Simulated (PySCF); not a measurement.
# HF/aug-cc-pVDZ (density fitting) run of BSiN2H9 (SMILES N[SiH2][BH2-][NH3+])

Aim: the vertical ionisation energy of BSiN2H9 at HF/aug-cc-pVDZ (density fitting), from 2 runs. 

The calculation is run with PySCF 2.14.0.

2 further runs of the same task are left out: 2 set aside as unsound or not needed.

### Step 1. The molecule

The species is BSiN2H9 (13 atoms), meant as a singlet with charge 0. SMILES: `N[SiH2][BH2-][NH3+]`. The shape is that of a GFN2-xTB optimisation. This is one conformer, not always the lowest.

Bond lengths: N1–Si2 1.749 Å, Si2–B3 1.971 Å, B3–N4 1.665 Å, N1–H5 1.007 Å, N1–H6 1.007 Å, Si2–H7 1.509 Å, Si2–H8 1.473 Å, B3–H9 1.194 Å, B3–H10 1.196 Å, N4–H11 1.015 Å, N4–H12 1.014 Å, N4–H13 1.014 Å. Some angles: N1–Si2–B3 111.3°, Si2–B3–N4 107.5°, N1–Si2–H7 107.4°, N1–Si2–H8 101.0°, B3–Si2–H7 112.3°, B3–Si2–H8 121.2°, Si2–N1–H5 117.6°, Si2–N1–H6 119.8°, Si2–B3–H9 115.8°, Si2–B3–H10 113.1°.

### Step 2. A single-point energy at HF/aug-cc-pVDZ (density fitting)

geometry.xyz reads:

```xyz
13
BH9N2Si
N     -1.949490     0.538890    -0.362940
Si    -0.744780    -0.668930    -0.746640
B      0.634190    -0.777740     0.657460
N      1.502280     0.641950     0.616110
H     -2.710690     0.660100    -1.010830
H     -1.661690     1.445730    -0.033000
H     -0.163760    -0.313330    -2.093610
H     -1.599270    -1.825060    -1.069490
H      0.229830    -0.847700     1.778470
H      1.450750    -1.626680     0.448950
H      2.268430     0.593170     1.279390
H      0.882960     1.406520     0.859440
H      1.861230     0.773090    -0.323310
```

job.py reads:

```python
# N[SiH2][BH2-][NH3+]
from pyscf import gto
from pyscf import df

mol = gto.M(
    atom='geometry.xyz',
    verbose=3,
    max_memory=1860,
    basis='aug-cc-pvdz',
)

mf = mol.RHF()
mf = mf.density_fit(auxbasis=df.aug_etb(mol, beta=2.0))
mf.conv_tol = 1e-10
mf.kernel()
if not mf.converged:
    mf = mf.newton().run(mf.mo_coeff, mf.mo_occ)

etot = mf.e_tot
print('Final energy', etot)
```

Run with:

```bash
$ OMP_NUM_THREADS=1 python job.py
```

Output:

```text
converged SCF energy = -427.783693615487
Final energy -427.7836936154868
```

Wall time 6.3 s (1 thread of Arm Neoverse V2, shared host); peak memory 0.4 GiB.

### Step 3. The doublet cation at the same level

job.py reads:

```python
from pyscf import gto
from pyscf import df

mol = gto.M(
    atom=[
    ('N', (-1.949490, 0.538890, -0.362940)),
    ('Si', (-0.744780, -0.668930, -0.746640)),
    ('B', (0.634190, -0.777740, 0.657460)),
    ('N', (1.502280, 0.641950, 0.616110)),
    ('H', (-2.710690, 0.660100, -1.010830)),
    ('H', (-1.661690, 1.445730, -0.033000)),
    ('H', (-0.163760, -0.313330, -2.093610)),
    ('H', (-1.599270, -1.825060, -1.069490)),
    ('H', (0.229830, -0.847700, 1.778470)),
    ('H', (1.450750, -1.626680, 0.448950)),
    ('H', (2.268430, 0.593170, 1.279390)),
    ('H', (0.882960, 1.406520, 0.859440)),
    ('H', (1.861230, 0.773090, -0.323310)),
],
    basis='aug-cc-pvdz',
    charge=1,
    spin=1,
    max_memory=1860,
    verbose=3,
)

myscf = mol.UHF()
myscf = myscf.density_fit(auxbasis=df.aug_etb(mol, beta=2.0))
myscf.conv_tol = 1e-10
myscf.kernel()
if not myscf.converged:
    myscf = myscf.newton().run(myscf.mo_coeff, myscf.mo_occ)

e_final = myscf.e_tot
print('E(%s) = %.9f' % ('HF', e_final))
```

Run with:

```bash
$ OMP_NUM_THREADS=1 python job.py
```

Output:

```text
converged SCF energy = -427.474525118089  <S^2> = 0.79313781  2S+1 = 2.0426824
E(HF) = -427.474525118
```

Run time: 20 s. Hardware: 1 thread of Arm Neoverse V2, shared host; peak memory 0.4 GiB.

### Step 4. Outcome

Level: HF/aug-cc-pVDZ (density fitting).

| quantity | value |
| --- | --- |
| singlet BSiN2H9: total energy | -427.78369 Eh |
| singlet BSiN2H9: dipole moment | 5.95 D |
| singlet BSiN2H9: HOMO energy | -9.60 eV |
| singlet BSiN2H9: LUMO energy | 0.45 eV |
| singlet BSiN2H9: HOMO–LUMO gap | 10.05 eV |
| doublet cation: total energy | -427.47453 Eh |
| doublet cation: HOMO energy (highest over α and β) | -14.45 eV |
| doublet cation: LUMO energy (lowest over α and β) | -7.24 eV |
| doublet cation: ⟨S²⟩ | 0.793 |
| vertical ionisation energy (to the doublet cation) | 8.413 eV |

**Reading.** Removing an electron at fixed nuclei costs 8.41 eV (812 kJ/mol). The negative HOMO energy of the first species, 9.60 eV, lies 1.19 eV above that difference. Mulliken charges (doublet cation) run from -0.70 on B3 to +0.86 on Si2; in a basis this large or diffuse they mean little.
